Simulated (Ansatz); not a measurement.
# SrAl2O5: the cost of one run

Computed with Ansatz 0.2.0 (DFT PBE, scalar-relativistic, plane waves, PAW, unless a step names another level, unless a step's input says otherwise).

## (1) The structure to begin with

Symmetry: Pmmn, No. 59, orthorhombic system. The conventional cell has a = 3.513 Å, b = 10.658 Å, c = 5.903 Å, α = 90.00°, β = 90.00°, γ = 90.00°. Around Sr (site symmetry mm2) lie 6 O at 2.40 to 2.54 Å. Al (site symmetry m) has 5 O at 1.80 to 1.91 Å in its first shell of neighbours. O (site symmetry m) has 1 O at 1.51 Å and 1 Al at 1.88 Å in its first shell of neighbours. O (site symmetry mm2) is surrounded by 2 Al at 1.80 Å and 2 Sr at 2.40 Å. Around O (site symmetry m) lie 3 Al at 1.88 to 1.91 Å.

Structure file:

```cif
data_structure
_symmetry_space_group_name_H-M 'P 1'
_symmetry_Int_Tables_number 1
_cell_length_a 3.5133
_cell_length_b 10.6575
_cell_length_c 5.9027
_cell_angle_alpha 90.000
_cell_angle_beta 90.000
_cell_angle_gamma 90.000
_cell_volume 221.02
loop_
_atom_site_label
_atom_site_type_symbol
_atom_site_fract_x
_atom_site_fract_y
_atom_site_fract_z
_atom_site_occupancy
Sr1 Sr 0.00000 0.50000 0.94193 1
Sr2 Sr 0.50000 0.00000 0.05807 1
Al1 Al 0.50000 0.64601 0.51156 1
Al2 Al 0.50000 0.35399 0.51156 1
Al3 Al 0.00000 0.14601 0.48844 1
Al4 Al 0.00000 0.85399 0.48844 1
O1 O 0.50000 0.57105 0.22396 1
O2 O 0.50000 0.42895 0.22396 1
O3 O 0.50000 0.50000 0.66469 1
O4 O 0.00000 0.69124 0.60987 1
O5 O 0.00000 0.30876 0.60987 1
O6 O 0.00000 0.07105 0.77604 1
O7 O 0.00000 0.92895 0.77604 1
O8 O 0.00000 0.00000 0.33531 1
O9 O 0.50000 0.19124 0.39013 1
O10 O 0.50000 0.80876 0.39013 1
```

It came out lowest among 21 distinct ends of the trial cells. At a tolerance of 0.02 Å it has space group Pmmn (No. 59).

## (2) Tight relaxation for the response runs, on the response runs' mesh and smearing

Contents of input.yaml:

```yaml
crystal:
  lattice:
    - [3.513348478, 0.0, 0.0]
    - [0.0, 10.6575409729, 0.0]
    - [0.0, 0.0, 5.9026645408]
  atoms:
    - { symbol: Sr, position: [0.0, 0.5, 0.941931401] }
    - { symbol: Sr, position: [0.5, 0.0, 0.058068599] }
    - { symbol: Al, position: [0.5, 0.646011027, 0.5115563478] }
    - { symbol: Al, position: [0.5, 0.353988973, 0.5115563478] }
    - { symbol: Al, position: [0.0, 0.146011027, 0.4884436522] }
    - { symbol: Al, position: [0.0, 0.853988973, 0.4884436522] }
    - { symbol: O, position: [0.5, 0.571050511, 0.2239609449] }
    - { symbol: O, position: [0.5, 0.428949489, 0.2239609449] }
    - { symbol: O, position: [0.5, 0.5, 0.6646924231] }
    - { symbol: O, position: [0.0, 0.6912419108, 0.6098678546] }
    - { symbol: O, position: [0.0, 0.3087580892, 0.6098678546] }
    - { symbol: O, position: [0.0, 0.071050511, 0.7760390551] }
    - { symbol: O, position: [0.0, 0.928949489, 0.7760390551] }
    - { symbol: O, position: [0.0, 0.0, 0.3353075769] }
    - { symbol: O, position: [0.5, 0.1912419108, 0.3901321454] }
    - { symbol: O, position: [0.5, 0.8087580892, 0.3901321454] }
basis:
  ecutwfc: 420
kpoints:
  mp_grid: { grid: [6, 2, 4] }
hamiltonian:
  xc: pbe
scf:
  occupations: { method: fixed }
output:
  forces: true
  stress: true
  eigenvalues: true
relax:
  adjacent_minimum: "off"
  f_tol: 0.001
  max_steps: 60
  cell: { stress_tol: 0.01 }
```

Launch:

```sh
$ ansatz run input.yaml --threads 3 --pin off --max-ram 7680MiB --backend cpu --events-out ev --progress --plain --runs-dir out
```

What time and memory should one allow on 3 threads of Intel Xeon 6975P-C (Granite Rapids), shared host?

About 50 s, with a peak of 0.73 GiB.
